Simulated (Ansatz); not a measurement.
Geometry optimisation, DFT PBEsol, scalar-relativistic, plane waves, PAW in Ansatz.

Input:

```yaml
crystal:
  lattice:
    - [5.336449, 0.0, 0.0]
    - [-2.668224, 5.261568, 0.0]
    - [0.0, 0.0, 17.245167]
  atoms:
    - { symbol: Al, position: [0.3333333, 0.0, 0.0579873] }
    - { symbol: Al, position: [0.4380972, 0.5428611, 0.1006947] }
    - { symbol: "N", position: [0.1587063, 0.6507459, 0.0906157] }
    - { symbol: "N", position: [0.2634701, 0.1936069, 0.1333232] }
    - { symbol: Al, position: [0.8761944, 0.0857221, 0.1434021] }
    - { symbol: Al, position: [0.9809583, 0.6285832, 0.1861095] }
    - { symbol: "N", position: [0.7015673, 0.736468, 0.1760306] }
    - { symbol: "N", position: [0.8063312, 0.2793291, 0.218738] }
    - { symbol: Al, position: [0.4190555, 0.1714443, 0.228817] }
    - { symbol: Al, position: [0.5238193, 0.7143053, 0.2715244] }
    - { symbol: "N", position: [0.2444284, 0.8221901, 0.2614454] }
    - { symbol: "N", position: [0.3491923, 0.3650512, 0.3041529] }
    - { symbol: Co, position: [0.9551325, 0.9408047, 0.3557615], spin: 1.0 }
magnetization:
  spin_polarized: true
basis:
  ecutwfc: 420.0
kpoints:
  mp_grid: { grid: [2, 2, 1] }
hamiltonian:
  xc: pbesol
  pseudopotentials: { kind: paw, azcp: { folder: soft_1 } }
scf:
  occupations: { method: fermi_dirac, width: 0.02 }
  lower_state_search: "off"
relax:
  f_tol: 0.08
  max_steps: 25
  adjacent_minimum: "off"
  constraints: [{ sites: [0] }]
output:
  write_density: true
  write_potential: true
  elf: true
  volumetric_format: npy
```

Launched with:

```bash
$ ansatz run input.yaml --threads 1 --pin off --max-ram 3072MiB --backend cpu --events-out ev --progress --plain --runs-dir out
```

Question: Where does it end, and by what steps?

Answer: The forces met the threshold. The threshold is loose, so the end isn't yet a minimum. No Hubbard correction was used and the magnetic state wasn't searched. Limits of this set-up: coarse k mesh, thin slab, slab without dipole correction, PAW files made for another functional. After 18 steps the energy has fallen by 4.450 eV; N8 moved furthest, 1.79 Å. Joined: Al1–N8 (3.61 → 1.95 Å), Al5–Co13 (3.83 → 2.35 Å), N12–Co13 (2.59 → 1.86 Å).

```json
{"step": "0", "energy less start (eV)": "0.0000", "largest force component (eV/Å)": "1.949", "accepted": "yes"}
{"step": "1", "energy less start (eV)": "-1.0855", "largest force component (eV/Å)": "1.930", "accepted": "yes"}
{"step": "2", "energy less start (eV)": "-2.2306", "largest force component (eV/Å)": "1.788", "accepted": "yes"}
{"step": "3", "energy less start (eV)": "-3.0745", "largest force component (eV/Å)": "1.344", "accepted": "yes"}
{"step": "4", "energy less start (eV)": "-3.5390", "largest force component (eV/Å)": "0.548", "accepted": "yes"}
{"step": "5", "energy less start (eV)": "-3.7496", "largest force component (eV/Å)": "0.441", "accepted": "yes"}
{"step": "6", "energy less start (eV)": "-3.8369", "largest force component (eV/Å)": "0.445", "accepted": "yes"}
{"step": "7", "energy less start (eV)": "-3.8879", "largest force component (eV/Å)": "0.221", "accepted": "yes"}
{"step": "8", "energy less start (eV)": "-3.8903", "largest force component (eV/Å)": "1.051", "accepted": "yes"}
{"step": "9", "energy less start (eV)": "-3.9482", "largest force component (eV/Å)": "0.262", "accepted": "yes"}
{"step": "10", "energy less start (eV)": "-4.0067", "largest force component (eV/Å)": "0.371", "accepted": "yes"}
{"step": "11", "energy less start (eV)": "-4.1012", "largest force component (eV/Å)": "0.317", "accepted": "yes"}
{"step": "12", "energy less start (eV)": "-4.2019", "largest force component (eV/Å)": "0.231", "accepted": "yes"}
{"step": "13", "energy less start (eV)": "-4.2817", "largest force component (eV/Å)": "0.318", "accepted": "yes"}
{"step": "14", "energy less start (eV)": "-4.3766", "largest force component (eV/Å)": "0.483", "accepted": "yes"}
{"step": "15", "energy less start (eV)": "-4.4060", "largest force component (eV/Å)": "0.447", "accepted": "yes"}
{"step": "16", "energy less start (eV)": "-4.4381", "largest force component (eV/Å)": "0.302", "accepted": "yes"}
{"step": "17", "energy less start (eV)": "-4.4244", "largest force component (eV/Å)": "0.249", "accepted": "no"}
{"step": "18", "energy less start (eV)": "-4.4496", "largest force component (eV/Å)": "0.079", "accepted": "yes"}
```

```xyz
13
Lattice="5.3364 0.0000 0.0000 -2.6682 5.2616 0.0000 0.0000 0.0000 17.2452" Properties=species:S:1:pos:R:3
Al 1.779 0.000 1.000
Al 0.248 2.633 1.160
N -1.203 3.526 0.661
N 0.293 0.869 1.518
Al 4.275 0.161 2.547
Al 3.080 3.065 2.192
N 1.289 3.600 2.310
N 2.828 1.163 2.163
Al 1.396 0.806 3.314
Al 0.256 3.402 4.055
N -1.448 4.150 3.642
N 0.269 1.615 4.520
Co 2.466 5.089 4.708
```

Run time: 4.6 min on 1 thread of Arm Neoverse V1, with other jobs on the host, peak memory 0.75 GiB.
